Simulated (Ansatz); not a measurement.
# CH₃BrSi: how energies converge with the basis set

The task here is to estimate one member of a computed series from the others.

Computed with Ansatz 0.2.0, Gaussian basis. Level: one geometry, several basis sets.

Levels to be run: PBE0-D4/def2-SVP; ωB97M-V/def2-SVP; PBE0-D4/def2-QZVPP; ωB97M-V/def2-QZVPP; the functionals' def2-TZVPP values are taken from earlier runs.

## The geometry

An earlier PBE0-D4 in a triple-zeta def2 set relaxation fixed the geometry.

SMILES `C[Si]Br`, 6 atoms, charge 0, spin multiplicity 1.

Atoms are counted from 1 here; the program's logs count them from 0.

Bond lengths: C1–Si2 1.888 Å, C1–H4 1.096 Å, C1–H5 1.093 Å, C1–H6 1.095 Å, Si2–Br3 2.264 Å. Angles: Si2–C1–H4 110.1°, Si2–C1–H5 111.1°, Si2–C1–H6 110.6°, H4–C1–H5 108.9°, H4–C1–H6 106.8°, H5–C1–H6 109.1°, C1–Si2–Br3 98.3°.

Set-up of the first run:

Contents of in.yaml:

```yaml
crystal:
  periodic: [false, false, false]
  atoms:
    - {symbol: C, position_ang: [-0.433584, 0.379089, -0.206821]}
    - {symbol: Si, position_ang: [0.012646, -0.760472, 1.230991]}
    - {symbol: Br, position_ang: [1.998334, -1.514964, 0.446610]}
    - {symbol: H, position_ang: [0.331950, 1.154191, -0.325822]}
    - {symbol: H, position_ang: [-1.402005, 0.859030, -0.043397]}
    - {symbol: H, position_ang: [-0.465240, -0.180874, -1.147762]}
basis:
  gaussian: {orbitals: def2-SVP}
hamiltonian: {xc: pbe0, dispersion: d4}
output: {orbitals: {seedname: orbitals}}
```

Among the steps run: PBE0-D4 in def2-SVP; ωB97M-V in def2-SVP; PBE0-D4 in def2-QZVPP; ωB97M-V in def2-QZVPP.

One table of the session follows, with a row left open; its other results are not shown here.

It belongs to the step «Density functionals: the series». 

```
functional       basis  HOMO (eV)  LUMO (eV)
   PBE0-D4    def2-SVP      -6.63      -2.61
   PBE0-D4  def2-TZVPP      -6.68      -2.63
   PBE0-D4  def2-QZVPP          ?          ?
   ωB97M-V    def2-SVP      -8.67      -0.57
   ωB97M-V  def2-TZVPP      -8.75      -0.66
   ωB97M-V  def2-QZVPP      -8.77      -0.72
```

Estimate the missing values for PBE0-D4, def2-QZVPP.

As computed: HOMO (eV): -6.71; LUMO (eV): -2.66. In the column «HOMO (eV)» it lies between ωB97M-V, def2-SVP (-8.67) and PBE0-D4, def2-TZVPP (-6.68).
